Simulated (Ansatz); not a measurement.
# Cu+ with Br₂: structure and interaction energy

One table from this session's results is given with a row withheld; the runs are named, their logs left out.

Computed with Ansatz 0.2.0, Gaussian basis. Level: PBE0-D4 structure, single points in def2-TZVPPD.

Levels: PBE-D4, revPBE-D4, BLYP-D4, r2SCAN-D4, B97M-V, PBE0-D4, B3LYP-D4, HSE06-D4, wB97X-V, wB97M-V, B2PLYP, Hartree-Fock, MP2, CCSD, CCSD(T). The reference is CCSD(T) extrapolated to the basis limit. For elements past Ar these valence bases correlate outer-core shells poorly and lack relativity, so that limit is rough.

Cores are frozen in the correlated methods. The 3s and 3p shells of Cu and Zn are frozen; filled d shells are correlated. B3LYP uses VWN-RPA correlation. B2PLYP carries no dispersion term here.

163 further runs of the same task are left out: 163 set aside as unsound or not needed.

## Starting geometry

The pair, from a GFN2-xTB docking trial: 3 atoms, charge 1, spin multiplicity 1.

Atoms are counted from 1 here; the program's logs count them from 0.

Bond lengths: Cu1–Br2 2.349 Å, Br2–Br3 2.304 Å. Angles: Cu1–Br2–Br3 107.6°.

As a file:

```xyz
3
Br2Cu
Cu   -0.0154   -0.1615   -1.9351
Br   -0.0819   -0.8588    0.3068
Br    0.0973    1.0203    1.6283
```

Atoms 1 to 1 are fragment A (Cu+), the rest fragment B (Br₂).

Set-up of the first run:

pre/in.yaml reads:

```yaml
crystal:
  periodic: [false, false, false]
  atoms:
    - {symbol: Cu, position_ang: [-0.015400, -0.161500, -1.935100]}
    - {symbol: Br, position_ang: [-0.081900, -0.858800, 0.306800]}
    - {symbol: Br, position_ang: [0.097300, 1.020300, 1.628300]}
basis:
  gaussian: {orbitals: def2-SVP}
total_charge: 1
hamiltonian: {xc: pbe, dispersion: d4}
relax: {f_tol: 0.03, max_steps: 250}
```

The run is started by

```sh
$ ansatz run in.yaml --threads 4 --pin off --events-out ev --progress --plain --max-ram 9574MiB
```

Among the steps run: A first relaxation in a small basis; Relaxation at PBE0-D4; wB97X-V/def2-TZVPPD; wB97M-V/def2-TZVPPD; B2PLYP/def2-TZVPPD; B97M-V/def2-TZVPPD; CCSD(T)/def2-TZVPPD; MP2/def2-QZVPPD; Hartree-Fock/STO-3G; SPW92/def2-SVP; wB97M-V/def2-SVP; CCSD(T)/def2-SVP; Vibrations of the pair.

One table of the session follows, with a row left open; its other results are not shown here.

```
      method  interaction (kcal/mol)
      PBE-D4                  -40.31
   revPBE-D4                  -36.96
     BLYP-D4                  -39.33
   r2SCAN-D4                  -38.80
      B97M-V                       ?
     PBE0-D4                  -33.15
    B3LYP-D4                  -34.03
    HSE06-D4                  -33.06
     wB97X-V                  -30.35
     wB97M-V                  -30.34
      B2PLYP                  -29.73
Hartree-Fock                  -13.24
         MP2                  -26.30
        CCSD                  -22.94
     CCSD(T)                  -24.81
 CCSD(T)/CBS                  -29.58
```

Q: Estimate the row for B97M-V from the others.

As computed: interaction (kcal/mol): -37.15. In the column «interaction (kcal/mol)» it lies between r2SCAN-D4 (-38.80) and revPBE-D4 (-36.96).
